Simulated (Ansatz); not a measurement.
# Zn2PdO4: the cost of one run

Program: Ansatz 0.2.0. Level of theory: DFT, r2SCAN, no spin polarisation, plane waves, PAW. These are calculated values, not measurements.

The COD entry's cell or inner coordinates are ideal or old and differ from later refinements, so a difference from it is no clean test against experiment.

### Step 1. The system as given

It takes space group Fd-3m (No. 227, cubic). Conventional cell: a = 8.428 Å, b = 8.428 Å, c = 8.428 Å, α = 90.00°, β = 90.00°, γ = 90.00°. Zn (site symmetry -3m) has 6 O at 2.11 Å as nearest neighbours. Pd (site symmetry -43m) is surrounded by 4 O at 1.82 Å. Around O (site symmetry 3m) lie 1 Pd at 1.82 Å and 3 Zn at 2.11 Å.

In its conventional cell, by symmetry (the run takes the cell typed in the input):

```cif
data_structure
_symmetry_space_group_name_H-M 'Fd-3m:1'
_symmetry_Int_Tables_number 227
_cell_length_a 8.4278
_cell_length_b 8.4278
_cell_length_c 8.4278
_cell_angle_alpha 90.000
_cell_angle_beta 90.000
_cell_angle_gamma 90.000
_cell_volume 598.60
loop_
_atom_site_label
_atom_site_type_symbol
_atom_site_symmetry_multiplicity
_atom_site_Wyckoff_symbol
_atom_site_fract_x
_atom_site_fract_y
_atom_site_fract_z
_atom_site_occupancy
Zn1 Zn 16 c 0.12500 0.12500 0.12500 1
Pd1 Pd 8 b 0.00000 0.50000 0.00000 1
O1 O 32 e 0.87500 0.87500 0.87500 1
```

The first density is read from a saved solution for the starting cell.

### Step 2. The relaxation

Contents of input.yaml:

```yaml
crystal:
  lattice:
    - [0.0, 4.21388447, 4.21388447]
    - [4.21388447, 0.0, 4.21388447]
    - [4.21388447, 4.21388447, 0.0]
  atoms:
    - { symbol: Zn, position: [0.5, 0.5, 0.5] }
    - { symbol: Zn, position: [0.0, 0.5, 0.5] }
    - { symbol: Zn, position: [0.5, 0.5, 0.0] }
    - { symbol: Zn, position: [0.5, 0.0, 0.5] }
    - { symbol: Pd, position: [0.875, 0.875, 0.875] }
    - { symbol: Pd, position: [0.125, 0.125, 0.125] }
    - { symbol: O, position: [0.25, 0.25, 0.25] }
    - { symbol: O, position: [0.25, 0.75, 0.75] }
    - { symbol: O, position: [0.25, 0.25, 0.75] }
    - { symbol: O, position: [0.75, 0.25, 0.75] }
    - { symbol: O, position: [0.75, 0.25, 0.25] }
    - { symbol: O, position: [0.75, 0.75, 0.75] }
    - { symbol: O, position: [0.25, 0.75, 0.25] }
    - { symbol: O, position: [0.75, 0.75, 0.25] }
  symmetry: { tolerance: 0.0003 }
kpoints:
  mp_grid: { grid: [7, 7, 7], shift: [0, 0, 0] }
magnetization:
  spin_polarized: false
scf:
  occupations: { method: fermi_dirac }
  lower_state_search: "off"
hamiltonian:
  pseudopotentials: { kind: paw }
  xc: r2scan
basis:
  ecutwfc: 500
  fft_grid_basis: typed
relax:
  max_steps: 60
  cell: { p_target: 0.0 }
  f_tol: 0.03
output:
  forces: true
  stress: true
  eigenvalues: true
  bader: true
  populations: true
  elf: true
  write_potential: true
  volumetric_format: npy
  dos:
    e_range: [-12, 8]
    de: 0.05
    projected: { site_lists: { O: [O], Pd: [Pd], Zn: [Zn] } }
  write_density: true
checkpoint:
  read: saved_state
```

Launch:

```bash
ansatz run input.yaml --threads 2 --pin off --max-ram 2560MiB --backend cpu --events-out ev --progress --plain --runs-dir out
```

Q: Estimate wall time and peak memory on 2 threads of Arm Neoverse N1, shared host.

About 5.5 min, with a peak of 1.1 GiB.
